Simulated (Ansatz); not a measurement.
This script makes a ladder of basis sets of KP with the Ansatz DFT code, driven from Python.

`kp.py`:
```python
'''Basis-set convergence for KP.'''

import ansatz as az

geometry_ang = [
    ('K', [0.0, 0.0, 0.0]),
    ('P', [0.0, 0.0, 3.01]),
]
system = az.Crystal.molecule()
for symbol, xyz in geometry_ang:
    system = system.atom(symbol, xyz)

calculation = system.calculation().functional('pbe0').spin('collinear', total=2)

energies = {}
for basis in ['STO-3G', '6-31G', '6-31G*', 'def2-SVP', 'def2-SVPD', 'def2-TZVP', 'def2-TZVPP']:
    report = calculation.basis(gaussian=basis).run(threads=1, backend='cpu').report
    size = report['n_frozen'] + report['n_occupied'][0] + report['n_virtual'][0]
    energies[basis] = (report['reference_energy_ev'] / 27.211386246, report['free_energy_ev'] / 27.211386246)
    print(f'{basis:14s} {size:4d} orbitals  reference {energies[basis][0]:14.6f} Ha  total {energies[basis][1]:14.6f} Ha')

last = energies['def2-TZVPP'][1]
for basis, (_, total) in energies.items():
    print(f'{basis:14s} lies {27.211386 * (total - last):9.4f} eV above def2-TZVPP')
```

How far does the total energy move along this ladder of basis sets?

Against STO-3G: 6-31G -9964.0 mHa, 6-31G* -9969.3 mHa, def2-SVP -9829.9 mHa, def2-SVPD -9834.5 mHa, def2-TZVP -10025.4 mHa and def2-TZVPP -10025.4 mHa. The last step alone is -0.03 mHa (these two sets differ little on atoms other than hydrogen). From the first set to the last the time grows from 1.1 to 7.7 s.

What the script printed:

Output of `python kp.py`:
```text
STO-3G           22 orbitals  reference    -930.896350 Ha  total    -930.896350 Ha
6-31G            42 orbitals  reference    -940.860349 Ha  total    -940.860349 Ha
6-31G*           54 orbitals  reference    -940.865683 Ha  total    -940.865683 Ha
def2-SVP         42 orbitals  reference    -940.726267 Ha  total    -940.726267 Ha
def2-SVPD        51 orbitals  reference    -940.730817 Ha  total    -940.730817 Ha
def2-TZVP        70 orbitals  reference    -940.921702 Ha  total    -940.921702 Ha
def2-TZVPP       75 orbitals  reference    -940.921736 Ha  total    -940.921736 Ha
STO-3G         lies  272.8046 eV above def2-TZVPP
6-31G          lies    1.6704 eV above def2-TZVPP
6-31G*         lies    1.5253 eV above def2-TZVPP
def2-SVP       lies    5.3190 eV above def2-TZVPP
def2-SVPD      lies    5.1952 eV above def2-TZVPP
def2-TZVP      lies    0.0009 eV above def2-TZVPP
def2-TZVPP     lies    0.0000 eV above def2-TZVPP
```

Notes:
- The drop along the ladder measures the basis error, and is no property of the molecule.
- The geometry is a force-field or estimated start, not a minimum of this method, and the last set is no limit. Much of the fall in a total is atomic energy, which cancels in bond and reaction energies.
- The species is open-shell (spin multiplicity 3).
- The expectation value of S² is noticeably off S(S+1) in at least one run, so that state is spin-contaminated.
- Totals across families of basis sets mostly measure their core functions.
- The spin state was assumed, and another may lie lower.
- Timing: 32 s on 1 thread of Arm Neoverse V1, on a shared host, peak memory 0.28 GiB.
